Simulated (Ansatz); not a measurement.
# F2H5NO2Si2: a ladder of functionals and wavefunction methods

The task here is to estimate one member of a computed series from the others.

Program: Ansatz 0.2.0, Gaussian basis. Level of theory: functionals in def2-TZVPP, the program's frozen cores in correlated methods. These are calculated values, not measurements.

The runs, in order: PBE-D4, r2SCAN-D4, PBE0-D4, B3LYP-D4, ωB97X-V, ωB97M-V, B2PLYP; CCSD(T)/def2-TZVPP; MP2/def2-QZVPP; extrapolation to the limit.

## The relaxed structure

An earlier PBE0-D4 in a triple-zeta def2 set relaxation fixed the geometry.

SMILES `O[Si](O)(F)N[SiH2]F`, 12 atoms, charge 0, spin multiplicity 1.

Atoms are counted from 1 here; the program's logs count them from 0.

Bond lengths: O1–Si2 1.627 Å, O1–H8 0.958 Å, Si2–O3 1.620 Å, Si2–F4 1.593 Å, Si2–N5 1.704 Å, O3–H9 0.958 Å, N5–Si6 1.711 Å, N5–H10 1.010 Å, Si6–F7 1.602 Å, Si6–H11 1.477 Å, Si6–H12 1.479 Å. Angles: Si2–O1–H8 118.3°, O1–Si2–O3 107.1°, O1–Si2–F4 110.2°, O1–Si2–N5 112.7°, O3–Si2–F4 110.0°, O3–Si2–N5 110.9°, F4–Si2–N5 105.9°, Si2–O3–H9 117.9°, Si2–N5–Si6 127.9°, Si2–N5–H10 115.4°, Si6–N5–H10 116.6°, N5–Si6–F7 111.3°, N5–Si6–H11 109.3°, N5–Si6–H12 109.4°, F7–Si6–H11 106.6°, F7–Si6–H12 106.4°, H11–Si6–H12 113.9°.

Set-up of the first run:

Contents of in.yaml:

```yaml
crystal:
  periodic: [false, false, false]
  atoms:
    - {symbol: O, position_ang: [-0.792230, 1.299367, 1.217058]}
    - {symbol: Si, position_ang: [-0.108999, 1.159157, -0.252486]}
    - {symbol: O, position_ang: [-1.298892, 1.281872, -1.344807]}
    - {symbol: F, position_ang: [0.958079, 2.319742, -0.477106]}
    - {symbol: N, position_ang: [0.743553, -0.303683, -0.442853]}
    - {symbol: Si, position_ang: [0.337612, -1.844777, 0.178907]}
    - {symbol: F, position_ang: [0.951824, -2.062271, 1.642519]}
    - {symbol: H, position_ang: [-0.222186, 1.283373, 1.987381]}
    - {symbol: H, position_ang: [-1.980489, 1.938448, -1.193489]}
    - {symbol: H, position_ang: [1.613437, -0.235733, -0.952364]}
    - {symbol: H, position_ang: [-1.129262, -1.942558, 0.318929]}
    - {symbol: H, position_ang: [0.927562, -2.892938, -0.681699]}
basis:
  gaussian: {orbitals: def2-TZVPP}
hamiltonian: {xc: pbe, dispersion: d4}
output: {forces: true, orbitals: {seedname: orbitals}}
```

The run is started by

```console
> ansatz run in.yaml --threads 2 --pin off --events-out ev --progress --plain --max-ram 32768MiB --backend cuda --devices 0, --max-vram 18GiB
```

Steps of the session up to this table: PBE-D4 (GGA); r2SCAN-D4 (meta-GGA); PBE0-D4 (hybrid); B3LYP-D4 (hybrid); ωB97X-V (range-separated); ωB97M-V (range-separated); B2PLYP (double hybrid); CCSD(T) in def2-TZVPP; MP2 in def2-QZVPP.

One of the session's tables, all rows but one given; the rest of the session is left out.

It belongs to the step «Atomisation energies». 

```
            method  atomisation energy (kcal/mol)
            PBE-D4                         1166.8
         r2SCAN-D4                         1156.4
           PBE0-D4                         1140.9
          B3LYP-D4                         1151.7
           ωB97X-V                         1161.9
           ωB97M-V                         1162.4
            B2PLYP                         1145.0
     HF/def2-TZVPP                          829.6
    MP2/def2-TZVPP                         1162.6
   CCSD/def2-TZVPP                         1109.6
CCSD(T)/def2-TZVPP                         1126.9
           MP2/CBS                              ?
       CCSD(T)/CBS                         1166.2
```

Estimate the missing values for MP2/CBS.

**Answer.** atomisation energy (kcal/mol): 1201.9. In the column «atomisation energy (kcal/mol)» it is the highest.
